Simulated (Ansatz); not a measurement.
# ClGeH5O: the cost of one run

Program: Ansatz 0.2.0. Level of theory: RHF/def2-SVP. These are calculated values, not measurements.

## 1. The system as given

Bond lengths: Ge1–O2 2.120 Å, O2–H3 1.010 Å, Ge1–H4 1.550 Å, Ge1–H5 1.549 Å, Ge1–H6 1.549 Å, Ge1–Cl7 2.520 Å. Angles: Ge1–O2–H3 109.5°, O2–Ge1–H4 109.5°, O2–Ge1–H5 109.5°, O2–Ge1–H6 109.5°, O2–Ge1–Cl7 71.6°, H4–Ge1–H5 109.5°, H4–Ge1–H6 109.5°, H4–Ge1–Cl7 67.2°, H5–Ge1–H6 109.5°, H5–Ge1–Cl7 176.6°, H6–Ge1–Cl7 72.8°.

As a file:

```xyz
8

Ge    0.0000    0.0000    0.0000
O     0.0000    0.0000    2.1200
H    -0.9095   -0.2814    2.4571
H     1.4616    0.0000   -0.5162
H    -0.7300    1.2648   -0.5162
H    -0.7300   -1.2648   -0.5162
Cl    1.3153   -1.9973    0.7946
H     0.6933   -1.0528    1.9346
```

## 2. A restrained relaxation towards end A

Springs on the bonds that form and break draw the guess towards this end; the thresholds are loose.

File input.yaml:

```yaml
crystal:
  periodic: [false, false, false]
  atoms:
    - { symbol: Ge, position_ang: [0.0, 0.0, 0.0] }
    - { symbol: O, position_ang: [0.0, 0.0, 2.12] }
    - { symbol: H, position_ang: [-0.9095, -0.2814, 2.4571] }
    - { symbol: H, position_ang: [1.4616, 0.0, -0.5162] }
    - { symbol: H, position_ang: [-0.73, 1.2648, -0.5162] }
    - { symbol: H, position_ang: [-0.73, -1.2648, -0.5162] }
    - { symbol: Cl, position_ang: [1.3153, -1.9973, 0.7946] }
    - { symbol: H, position_ang: [0.6933, -1.0528, 1.9346] }
basis:
  gaussian: { orbitals: def2-SVP }
hamiltonian:
  xc: hf
relax:
  f_tol: 0.15
  max_steps: 25
  restrain:
    - { distance: [0, 6], at: 3.42, k: 30.0 }
    - { distance: [7, 1], at: 2.21, k: 30.0 }
    - { distance: [0, 1], at: 1.77, k: 30.0 }
    - { distance: [7, 6], at: 1.37, k: 30.0 }
output:
  orbitals: {}
```

Started as:

```bash
> ansatz run input.yaml --threads 1 --pin off --max-ram 2048MiB --backend cpu --events-out ev --progress --plain --runs-dir out
```

**Question.** How long does this run take on 1 thread of Arm Neoverse V1, shared host, and how much memory does it need?

About 24 s, with a peak of 0.17 GiB.
